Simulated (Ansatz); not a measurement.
# C2H4F2OSi: the cost of one run

Program: Ansatz 0.2.0. Level of theory: RKS LDA/6-31G*. These are calculated values, not measurements.

## 1. The system as given

Bond lengths: O1–C2 1.275 Å, C2–Si3 1.864 Å, C2–C4 1.459 Å, C4–F5 1.437 Å, C4–F6 1.382 Å, Si3–H7 1.476 Å, Si3–H8 1.544 Å, Si3–H9 1.486 Å, C4–H10 1.044 Å. Angles (14 of 15 angles, heavy atoms first): O1–C2–Si3 117.1°, O1–C2–C4 125.5°, Si3–C2–C4 117.4°, C2–C4–F5 110.2°, C2–C4–F6 114.3°, F5–C4–F6 102.7°, C2–Si3–H7 112.0°, C2–Si3–H8 109.4°, C2–Si3–H9 113.9°, C2–C4–H10 114.9°, F5–C4–H10 105.5°, F6–C4–H10 108.1°, H7–Si3–H8 105.7°, H7–Si3–H9 110.0°.

Coordinates:

```xyz
10

O     1.7858   -0.1641   -0.9670
C     0.6342    0.0485   -0.4620
Si    0.0808   -1.0940    0.9029
C    -0.2672    1.1328   -0.8357
F    -1.5490    0.6049   -1.2127
F    -0.5845    1.9921    0.1991
H    -0.0762   -2.4836    0.4317
H     1.1665   -1.1452    1.9991
H    -1.1561   -0.6486    1.5962
H     0.0488    1.7062   -1.6487
```

## 2. End point A

File input.yaml:

```yaml
crystal:
  periodic: [false, false, false]
  atoms:
    - { symbol: O, position_ang: [1.7858, -0.1641, -0.967] }
    - { symbol: C, position_ang: [0.6342, 0.0485, -0.462] }
    - { symbol: Si, position_ang: [0.0808, -1.094, 0.9029] }
    - { symbol: C, position_ang: [-0.2672, 1.1328, -0.8357] }
    - { symbol: F, position_ang: [-1.549, 0.6049, -1.2127] }
    - { symbol: F, position_ang: [-0.5845, 1.9921, 0.1991] }
    - { symbol: H, position_ang: [-0.0762, -2.4836, 0.4317] }
    - { symbol: H, position_ang: [1.1665, -1.1452, 1.9991] }
    - { symbol: H, position_ang: [-1.1561, -0.6486, 1.5962] }
    - { symbol: H, position_ang: [0.0488, 1.7062, -1.6487] }
basis:
  gaussian: { orbitals: "6-31G*" }
hamiltonian:
  xc: lda
relax:
  f_tol: 0.015
  max_steps: 40
```

On the command line:

```bash
> ansatz run input.yaml --threads 2 --pin off --max-ram 3072MiB --backend cpu --events-out ev --progress --plain --runs-dir out
```

Q: Estimate wall time and peak memory on 2 threads of Arm Neoverse V1, shared host.

About 13 s, with a peak of 0.15 GiB.
